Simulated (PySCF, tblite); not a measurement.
**C5H15N3Si: geometry, infrared bands, NMR shifts and electronic excitations**

Aim: predict the infrared bands, NMR shifts and electronic excitations of C5H15N3Si (`[H]/N=C/CN(C)[SiH2]N(C)C`).

The runs use tblite 0.8.0 and PySCF 2.14.0, with density-fitted response routines of our own; the level of theory stands in each step. All values are computed, except where a source is named. Atoms count from 0, in the outputs and in this text.

## Step 1: Starting geometry

24 atoms, charge 0, multiplicity 1; geometry from: force field or distance geometry start.

Bonds of the start (Å): C0–N1 1.47, N1–C2 1.45, N1–Si3 1.72, Si3–N4 1.73, N4–C5 1.46, N4–C6 1.48, C6–C7 1.51, C7–N8 1.29, C0–H9 1.09, C0–H10 1.10, C0–H11 1.11, C2–H12 1.10, C2–H13 1.10, C2–H14 1.11, Si3–H15 1.48, Si3–H16 1.47, C5–H17 1.10, C5–H18 1.10, C5–H19 1.11, C6–H20 1.09, C6–H21 1.10, C7–H22 1.10, N8–H23 1.02.

## Step 2: Optimising the geometry with GFN2-xTB

Job settings and geometry (Å):

```
{"job": {"kind": "relax", "xc": "GFN2-xTB", "basis": "xTB"}, "charge": 0, "multiplicity": 1}
C     -2.510900    -0.514300     0.441000
N     -1.600800    -0.055500    -0.619100
C     -2.332600     0.016000    -1.868700
Si    -0.379000     1.104300    -0.263800
N      0.661400     0.328700     0.873300
C      1.588300     1.120300     1.681400
C      1.247600    -1.005500     0.621000
C      2.360000    -0.941500    -0.403100
N      3.609600    -0.997900    -0.078700
H     -1.992900    -0.769600     1.370900
H     -3.051500    -1.424700     0.136900
H     -3.269000     0.253500     0.681900
H     -2.882700    -0.913700    -2.066500
H     -1.664300     0.171000    -2.727400
H     -3.073100     0.848400    -1.859200
H     -0.997700     2.296900     0.358800
H      0.391500     1.382200    -1.482100
H      2.446000     1.475800     1.098600
H      1.091700     1.997900     2.125200
H      1.979300     0.545000     2.540900
H      0.487700    -1.708800     0.266400
H      1.639100    -1.434000     1.556400
H      2.063300    -0.825300    -1.451500
H      4.177100    -0.929500    -0.925100
```

Launch:

```
> OMP_NUM_THREADS=1 python probes_run.py task.json out
```

One launch serves the whole session: the jobs run in the order shown.

What it wrote:

```text
step      E/eV     max force
  0    -784.95311    2.438
  1    -785.03141    2.389
  2    -785.08986    0.666
  3    -785.12809    0.493
  4    -785.17294    0.703
  5    -785.19672    0.438
  6    -785.21295    0.330
  7    -785.21932    0.193
  8    -785.22506    0.253
  9    -785.23361    0.299
 10    -785.24460    0.355
 11    -785.25256    0.235
 12    -785.25673    0.123
 13    -785.25960    0.115
 14    -785.26205    0.141
 15    -785.26437    0.129
 16    -785.26602    0.078
 17    -785.26710    0.072
 18    -785.26801    0.069
 19    -785.26894    0.084
 20    -785.26987    0.073
 21    -785.27097    0.091
 22    -785.27254    0.147
 23    -785.27462    0.167
 24    -785.27664    0.115
 25    -785.27817    0.084
 26    -785.27945    0.085
 27    -785.28080    0.128
 28    -785.28256    0.139
 29    -785.28463    0.094
 30    -785.28665    0.082
 31    -785.28839    0.070
 32    -785.29001    0.098
 33    -785.29171    0.092
 34    -785.29341    0.092
 35    -785.29508    0.101
 36    -785.29687    0.101
 37    -785.29887    0.092
 38    -785.30075    0.076
 39    -785.30214    0.077
 40    -785.30302    0.090
 41    -785.30347    0.068
 42    -785.30420    0.064
 43    -785.30489    0.051
 44    -785.30568    0.066
 45    -785.30647    0.069
 46    -785.30763    0.089
 47    -785.30883    0.087
 48    -785.30986    0.059
 49    -785.31044    0.055
 50    -785.31094    0.052
 51    -785.31158    0.056
 52    -785.31231    0.065
 53    -785.31298    0.050
 54    -785.31350    0.051
 55    -785.31399    0.045
 56    -785.31451    0.051
 57    -785.31501    0.054
 58    -785.31545    0.036
 59    -785.31586    0.047
 60    -785.31632    0.066
 61    -785.31681    0.054
 62    -785.31729    0.042
 63    -785.31759    0.042
 64    -785.31792    0.046
 65    -785.31836    0.049
 66    -785.31881    0.062
 67    -785.31919    0.058
 68    -785.31947    0.039
 69    -785.31972    0.027
 70    -785.31997    0.036
 71    -785.32021    0.039
 72    -785.32043    0.042
 73    -785.32066    0.041
 74    -785.32096    0.045
 75    -785.32140    0.059
 76    -785.32204    0.078
 77    -785.32280    0.158
 78    -785.32354    0.100
 79    -785.32428    0.095
 80    -785.32515    0.060
 81    -785.32576    0.057
 82    -785.32661    0.065
 83    -785.32729    0.055
 84    -785.32783    0.062
 85    -785.32808    0.162
 86    -785.32864    0.056
 87    -785.32909    0.049
 88    -785.32962    0.056
 89    -785.32986    0.040
 90    -785.33014    0.048
 91    -785.33053    0.057
 92    -785.33095    0.034
 93    -785.33123    0.039
 94    -785.33148    0.044
 95    -785.33179    0.042
 96    -785.33211    0.034
 97    -785.33234    0.027
 98    -785.33247    0.025
 99    -785.33259    0.031
100    -785.33271    0.032
101    -785.33282    0.019
102    -785.33290    0.023
103    -785.33298    0.024
104    -785.33308    0.022
105    -785.33320    0.019
106    -785.33328    0.016
107    -785.33332    0.013
108    -785.33335    0.015
109    -785.33338    0.013
110    -785.33340    0.009
```

Wall time 0.86 s (1 thread of Arm Neoverse V2, shared host); peak memory 0.19 GiB.

Step by step: (not every step is listed)

| step | energy from step 0 (eV) | largest force (eV/Å) |
| --- | --- | --- |
| 0 | 0.0000 | 2.4385 |
| 1 | -0.0783 | 2.3885 |
| 2 | -0.1368 | 0.6662 |
| 3 | -0.1750 | 0.4927 |
| 4 | -0.2198 | 0.7027 |
| 5 | -0.2436 | 0.4378 |
| 6 | -0.2598 | 0.3301 |
| 7 | -0.2662 | 0.1927 |
| 8 | -0.2719 | 0.2535 |
| 17 | -0.3140 | 0.0717 |
| 26 | -0.3263 | 0.0850 |
| 35 | -0.3420 | 0.1007 |
| 44 | -0.3526 | 0.0657 |
| 53 | -0.3599 | 0.0496 |
| 62 | -0.3642 | 0.0423 |
| 71 | -0.3671 | 0.0388 |
| 80 | -0.3720 | 0.0599 |
| 89 | -0.3768 | 0.0400 |
| 98 | -0.3794 | 0.0248 |
| 105 | -0.3801 | 0.0194 |
| 106 | -0.3802 | 0.0158 |
| 107 | -0.3802 | 0.0127 |
| 108 | -0.3802 | 0.0148 |
| 109 | -0.3803 | 0.0135 |
| 110 | -0.3803 | 0.0086 |

Distances of close pairs at the start and the end, largest changes first:

| bond | before (Å) | after (Å) | change (Å) |
| --- | --- | --- | --- |
| C7–N8 | 1.292 | 1.253 | -0.040 |
| N4–C6 | 1.479 | 1.443 | -0.036 |
| C0–N1 | 1.471 | 1.443 | -0.028 |
| N4–C5 | 1.462 | 1.440 | -0.022 |
| C2–H14 | 1.114 | 1.097 | -0.017 |
| C5–H18 | 1.102 | 1.086 | -0.015 |
| C6–C7 | 1.513 | 1.499 | -0.015 |
| C2–H13 | 1.099 | 1.086 | -0.013 |

The final coordinates are the input of the step that follows.

## Step 3: Vibrational analysis with GFN2-xTB

Job settings and geometry (Å):

```
{"job": {"kind": "ir", "xc": "GFN2-xTB", "basis": "xTB"}, "charge": 0, "multiplicity": 1}
C     -2.312120    -0.675312     0.432148
N     -1.608858    -0.000420    -0.631859
C     -2.394908     0.069642    -1.834547
Si    -0.411832     1.184726    -0.285213
N      0.668293     0.432594     0.824507
C      1.568285     1.223160     1.624504
C      1.171142    -0.898040     0.579466
C      2.370338    -0.910316    -0.319072
N      3.355295    -1.644837    -0.074964
H     -1.688401    -0.707491     1.320823
H     -2.555893    -1.698740     0.128719
H     -3.250630    -0.164542     0.681842
H     -2.655019    -0.939467    -2.168602
H     -1.827185     0.563510    -2.617418
H     -3.327261     0.627421    -1.679823
H     -0.862367     2.396540     0.414978
H      0.124542     1.553091    -1.605200
H      2.532498     1.383159     1.127618
H      1.120787     2.192985     1.823242
H      1.758891     0.718861     2.575878
H      0.384011    -1.473604     0.084815
H      1.427242    -1.388697     1.525103
H      2.280549    -0.223675    -1.174470
H      4.120866    -1.600785    -0.744918
```

What it wrote:

```text
mode    cm-1     km/mol
  1      40.5      0.01
  2      61.3      0.13
  3      67.7      6.31
  4      87.4      0.82
  5     113.2      1.72
  6     164.1      3.05
  7     172.6      2.53
  8     193.0      2.87
  9     211.8      0.41
 10     260.1      1.88
 11     283.9      4.51
 12     300.7      2.07
 13     352.1     18.74
 14     396.4      6.00
 15     406.5      1.38
 16     469.2     32.99
 17     542.1    151.84
 18     624.9     14.06
 19     662.3     36.40
 20     695.2     16.63
 21     745.1      6.59
 22     803.3    331.97
 23     814.0    244.61
 24     958.2     22.35
 25    1000.9     46.64
 26    1020.8     27.08
 27    1038.2    154.56
 28    1048.4     31.54
 29    1056.8      1.26
 30    1091.9      0.39
 31    1107.5     10.70
 32    1126.9     26.62
 33    1131.1     11.64
 34    1203.7     60.13
 35    1210.4     57.13
 36    1218.4      3.31
 37    1289.3     27.35
 38    1307.4    102.22
 39    1308.8     32.92
 40    1360.3     29.45
 41    1415.2      1.08
 42    1422.4      0.20
 43    1427.1      0.51
 44    1432.9      3.79
 45    1482.0      1.31
 46    1486.2      3.26
 47    1490.4      5.77
 48    1503.6      7.74
 49    1507.5      4.33
 50    1513.2      1.47
 51    1744.7    141.79
 52    2164.2    457.95
 53    2208.5    215.83
 54    2820.3    132.14
 55    2884.0     85.73
 56    2887.3     78.43
 57    2897.9     70.77
 58    2928.2     41.52
 59    2935.4     34.45
 60    2942.4    113.81
 61    2952.1     26.49
 62    2956.1     39.85
 63    3039.7     35.59
 64    3043.5     13.24
 65    3044.1     47.22
 66    3325.9     27.96
```

It took 0.96 s on 1 thread of Arm Neoverse V2, shared host; peak memory 0.19 GiB.

Which atoms move in the most intense modes:

```csv
cm⁻¹,km/mol,atoms
542,151.8,"H15 31 %, H16 26 %, Si3 19 %"
803,332.0,"H16 37 %, Si3 26 %, H15 22 %"
814,244.6,"H15 47 %, H16 39 %"
1038,154.6,"H9 18 %, H13 16 %, N1 14 %, C0 14 %"
1745,141.8,"C7 58 %, N8 38 %"
2164,457.9,"H16 63 %, H15 33 %"
2208,215.8,"H15 64 %, H16 34 %"
2820,132.1,H22 93 %
```

## Step 4: Optimising the geometry at PBE0-D3(BJ)/def2-SVP

Job settings and geometry (Å):

```
{"job": {"xc": "PBE0", "basis": "def2-SVP", "d3": "d3bj", "grid": 1, "shake": 0.01, "kind": "geom"}, "charge": 0, "multiplicity": 1}
C     -2.291710    -0.700870     0.436330
N     -1.614540    -0.004950    -0.634010
C     -2.415110     0.067320    -1.843200
Si    -0.378600     1.186980    -0.288740
N      0.665480     0.425910     0.813960
C      1.564380     1.227980     1.622120
C      1.180720    -0.900040     0.579710
C      2.385800    -0.904860    -0.324120
N      3.353470    -1.639430    -0.055610
H     -1.691100    -0.709930     1.330850
H     -2.564760    -1.701660     0.137540
H     -3.244830    -0.163630     0.688540
H     -2.683300    -0.929250    -2.178200
H     -1.843870     0.566270    -2.610410
H     -3.331710     0.616660    -1.679560
H     -0.862890     2.410600     0.422450
H      0.126480     1.564210    -1.607260
H      2.523240     1.389000     1.133440
H      1.118640     2.185160     1.825530
H      1.733950     0.725760     2.580790
H      0.367620    -1.472990     0.075170
H      1.434810    -1.409040     1.515960
H      2.287640    -0.212110    -1.196050
H      4.115890    -1.597500    -0.751010
```

What it wrote:

```text
step   0  E = -652.40894145  max force = 0.034150
step   1  E = -652.41746902  max force = 0.005098
step   2  E = -652.41775969  max force = 0.005019
step   3  E = -652.41815534  max force = 0.003864
step   4  E = -652.41837526  max force = 0.005426
step   5  E = -652.41863619  max force = 0.002337
step   6  E = -652.41878567  max force = 0.001294
step   7  E = -652.41888610  max force = 0.001011
step   8  E = -652.41892155  max force = 0.000729
step   9  E = -652.41894613  max force = 0.001016
step  10  E = -652.41896530  max force = 0.000604
step  11  E = -652.41897090  max force = 0.000165
optimisation converged
```

Wall time 4.2 min (1 thread of Arm Neoverse V2, shared host); peak memory 0.97 GiB.

Relaxation path:

```csv
step,energy from step 0 (eV),largest force component (eV/Å)
0,0.0000,1.7561
1,-0.2320,0.2621
2,-0.2400,0.2581
3,-0.2507,0.1987
4,-0.2567,0.2790
5,-0.2638,0.1202
6,-0.2679,0.0665
7,-0.2706,0.0520
8,-0.2716,0.0375
9,-0.2722,0.0522
10,-0.2728,0.0311
11,-0.2729,0.0085
```

Distances of close pairs at the start and the end, largest changes first:

| bond | before (Å) | after (Å) | change (Å) |
| --- | --- | --- | --- |
| Si3–H16 | 1.461 | 1.500 | +0.039 |
| Si3–N4 | 1.699 | 1.735 | +0.037 |
| C2–H14 | 1.081 | 1.108 | +0.027 |
| C0–H10 | 1.080 | 1.107 | +0.027 |
| C5–H18 | 1.075 | 1.100 | +0.025 |
| C0–H9 | 1.077 | 1.101 | +0.023 |
| C7–N8 | 1.244 | 1.267 | +0.023 |
| C2–H12 | 1.085 | 1.107 | +0.022 |

The end geometry stands in the next job.

| at the end point | value |
| --- | --- |
| point group (found at 0.08 Å tolerance) | C1 |
| rotational constants (GHz, main isotopes) | 2.161, 0.728, 0.657 |
| dipole moment (D) | 1.23 |

## Step 5: Nuclear shieldings: PBE0/pcSseg-1

Job settings and geometry (Å):

```
{"job": {"kind": "nmr", "xc": "PBE0", "basis": "pcSseg-1"}, "charge": 0, "multiplicity": 1}
C     -2.394339    -0.475405     0.556120
N     -1.758949     0.167913    -0.565723
C     -2.467720     0.039726    -1.811287
Si    -0.421016     1.240447    -0.324187
N      0.771518     0.427938     0.639391
C      1.513037     1.053622     1.706856
C      1.206890    -0.905215     0.293204
C      2.555081    -0.929875    -0.373627
N      3.472184    -1.721799    -0.004099
H     -1.761890    -0.386364     1.452552
H     -2.546890    -1.554773     0.365265
H     -3.386000    -0.039590     0.791336
H     -2.614517    -1.024082    -2.080101
H     -1.903314     0.515118    -2.627291
H     -3.471511     0.508982    -1.781471
H     -0.698507     2.500090     0.440912
H     -0.007369     1.607642    -1.718469
H      2.579162     1.214000     1.457152
H      1.077295     2.034554     1.947439
H      1.484931     0.436678     2.624559
H      0.465830    -1.345366    -0.399019
H      1.254336    -1.562848     1.180990
H      2.667770    -0.196125    -1.199592
H      4.307558    -1.596963    -0.584127
```

Method: GIAO PBE0/pcSseg-1 NMR shielding, non-relativistic, gas phase.

What it wrote:

```text
coarse grid: 19544 points
cycle   1  E = -652.5891099641  dE =  8.213e-01  |g| = 5.055e-01  |ddm| = 4.242e+00
cycle   2  E = -652.5302277765  dE =  5.888e-02  |g| = 7.342e-01  |ddm| = 1.231e+00
cycle   3  E = -652.6489177327  dE = -1.187e-01  |g| = 1.049e-01  |ddm| = 7.368e-01
cycle   4  E = -652.6507998141  dE = -1.882e-03  |g| = 5.304e-02  |ddm| = 1.057e-01
cycle   5  E = -652.6514139859  dE = -6.142e-04  |g| = 1.412e-02  |ddm| = 5.398e-02
cycle   6  E = -652.6514524103  dE = -3.842e-05  |g| = 4.352e-03  |ddm| = 1.458e-02
cycle   7  E = -652.6514561781  dE = -3.768e-06  |g| = 5.305e-04  |ddm| = 3.621e-03
final grid: 181528 points
cycle   8  E = -652.6982335312  dE = -3.934e-05  |g| = 9.696e-03  |ddm| = 3.162e-02
cycle   9  E = -652.6982225912  dE =  1.094e-05  |g| = 1.188e-02  |ddm| = 2.004e-02
cycle  10  E = -652.6982566858  dE = -3.409e-05  |g| = 1.341e-03  |ddm| = 1.170e-02
cycle  11  E = -652.6982570457  dE = -3.599e-07  |g| = 2.468e-04  |ddm| = 1.166e-03
cycle  12  E = -652.6982570565  dE = -1.086e-08  |g| = 8.385e-05  |ddm| = 2.340e-04
cycle  13  E = -652.6982570577  dE = -1.143e-09  |g| = 4.739e-05  |ddm| = 9.550e-05
cycle  14  E = -652.6982570581  dE = -4.684e-10  |g| = 6.679e-06  |ddm| = 4.217e-05
converged SCF energy = -652.6982570581

GIAO shielding tensors (ppm)
atom      isotropic    diamagn.    paramagn.     s11        s22        s33       span
  0 C      148.115     245.505     -97.391    122.429    137.483    184.432     62.003
  1 N      238.372     331.016     -92.644    205.229    243.537    266.348     61.119
  2 C      145.085     241.292     -96.207    121.158    129.810    184.288     63.130
  3 Si     372.083     884.244    -512.161    336.483    362.942    416.823     80.339
  4 N      231.547     331.334     -99.787    199.662    232.131    262.848     63.187
  5 C      147.279     242.481     -95.202    123.561    135.161    183.115     59.555
  6 C      127.583     245.571    -117.988    103.764    130.258    148.728     44.964
  7 C        0.696     254.897    -254.202   -107.616     -0.417    110.121    217.737
  8 N      -97.068     314.437    -411.505   -418.161    -97.597    224.555    642.716
  9 H       28.398      32.255      -3.857     23.211     29.091     32.891      9.680
 10 H       29.101      30.713      -1.612     24.984     26.677     35.642     10.659
 11 H       28.925      28.777       0.148     24.393     26.086     36.295     11.901
 12 H       28.856      28.826       0.030     24.069     26.711     35.789     11.720
 13 H       28.332      29.516      -1.184     23.854     26.920     34.221     10.367
 14 H       28.846      26.870       1.977     24.004     26.297     36.238     12.233
 15 H       26.478      32.098      -5.621     22.817     25.345     31.270      8.452
 16 H       26.398      32.787      -6.389     22.655     25.444     31.097      8.442
 17 H       28.765      28.521       0.244     23.684     26.726     35.886     12.201
 18 H       28.410      29.781      -1.371     23.952     26.997     34.281     10.329
 19 H       28.902      29.253      -0.350     24.297     26.354     36.055     11.758
 20 H       27.510      33.499      -5.990     22.359     29.853     30.318      7.959
 21 H       28.355      32.689      -4.335     24.628     27.200     33.237      8.609
 22 H       23.188      32.344      -9.156     20.255     23.190     26.119      5.864
 23 H       21.093      27.648      -6.556     13.636     24.486     25.156     11.519
```

Run time: 55 s. Hardware: 1 thread of Arm Neoverse V2, shared host; peak memory 1.2 GiB.

The references, computed at this level on geometries of the same kind, shield at (ppm): 1H TMS 31.27, 13C TMS 184.4, 29Si TMS 352.0, 15N NH3 265.7. Their shielding less the atom's gives the shift. The references are single molecules in the gas phase, so shifts against H2O, NH3, PH3, H3PO4 or CFCl3 are not on the usual liquid scales and can be off by tens of ppm. Atoms listed in one row are averaged.

```
                      atoms                          environment  σ (ppm)  δ (ppm)
                         C7             carbon bonded to C, N, H      0.7    183.7
                         C6           carbon bonded to C, N, 2 H    127.6     56.8
                     C0, C2              carbon bonded to N, 3 H    146.6     37.8
                         C5              carbon bonded to N, 3 H    147.3     37.1
                        H23   hydrogen on a nitrogen bonded to C    21.09    10.17
                        H22  hydrogen on a carbon bonded to C, N    23.19     8.08
                   H15, H16  hydrogen on a silicon bonded to 2 N    26.44     4.83
                   H20, H21  hydrogen on a carbon bonded to C, N    27.93     3.33
              H17, H18, H19     hydrogen on a carbon bonded to N    28.69     2.57
H9, H10, H11, H12, H13, H14     hydrogen on a carbon bonded to N    28.74     2.52
                         N8              nitrogen bonded to C, H    -97.1    362.7
                         N4           nitrogen bonded to 2 C, Si    231.5     34.1
                         N1           nitrogen bonded to 2 C, Si    238.4     27.3
                        Si3           silicon bonded to 2 N, 2 H    372.1    -20.1
```

Charges from the same density, by scheme (e):

| atoms | Mulliken | IAO | Hirshfeld | ESP fit |
| --- | --- | --- | --- | --- |
| C0, C2 | -0.08 | -0.29 | -0.07 | -0.29 |
| N1 | -0.81 | -0.50 | -0.17 | -0.07 |
| Si3 | 0.90 | 0.96 | 0.38 | 0.37 |
| N4 | -0.82 | -0.51 | -0.17 | -0.10 |
| C5 | -0.06 | -0.29 | -0.07 | -0.31 |
| C6 | 0.02 | -0.17 | -0.03 | -0.18 |
| C7 | 0.00 | 0.04 | 0.05 | 0.41 |
| N8 | -0.33 | -0.43 | -0.23 | -0.71 |

Mayer bond orders: C0–N1 0.95, N1–C2 0.97, N1–Si3 0.96, Si3–N4 0.95, N4–C5 0.96, N4–C6 0.94, C6–C7 0.97, C7–N8 2.02.

The fields below are evaluated on a grid from the run's orbitals.

Frontier orbitals at PBE0/pcSseg-1, with the share of their density that lies nearest to each atom:

```
orbital  energy (eV)                    lies on
   HOMO        -6.37           N1 45 %; N4 13 %
   LUMO        -0.07  C7 36 %; N8 34 %; H22 9 %
```

ELF in a plane through or near 6 of the atoms.

Ten even steps from ' ' (0.00) to '@' (0.99):
```
                                                        
                                                        
                                                        
                                                        
        %%@@++....::..              ::****--            
      --@@@@%%----==::            ..**@@@@%%            
      --@@@@%%****++==  ..++..    ..##@@@@%%            
        --****%%==--**--**##....--::++%%%%++....        
        ..::**%%::==%%++++--  ==%%##**++**####++        
          ::==++==++++**++..  **%%==****==##@@##        
                    --##==##--==##--##==    ::..        
              --==--++**++@@**..::====..                
            --**##++--%%####==          ..              
            ..--++**::==::..            ..              
                --++**++::                              
                ..::--==--                              
                      ..                                
                                                        
                                                        
                                                        
```
The map spans 13.4 Å across and 10.3 Å up, centred on the molecule. Atoms in the plane (x, y in Å): N1 (1.8, 0.1), N4 (-0.9, -0.6), C5 (-1.8, -1.7), C7 (-2.4, 1.3), H12 (3.0, 1.8), H23 (-4.1, 2.1).

On the surface of density 0.002 e/bohr³ the electrostatic potential runs, from the 1st to the 99th percentile, from -1.73 V near N8 to 1.16 V near H23.

[end of part 1 of 2]
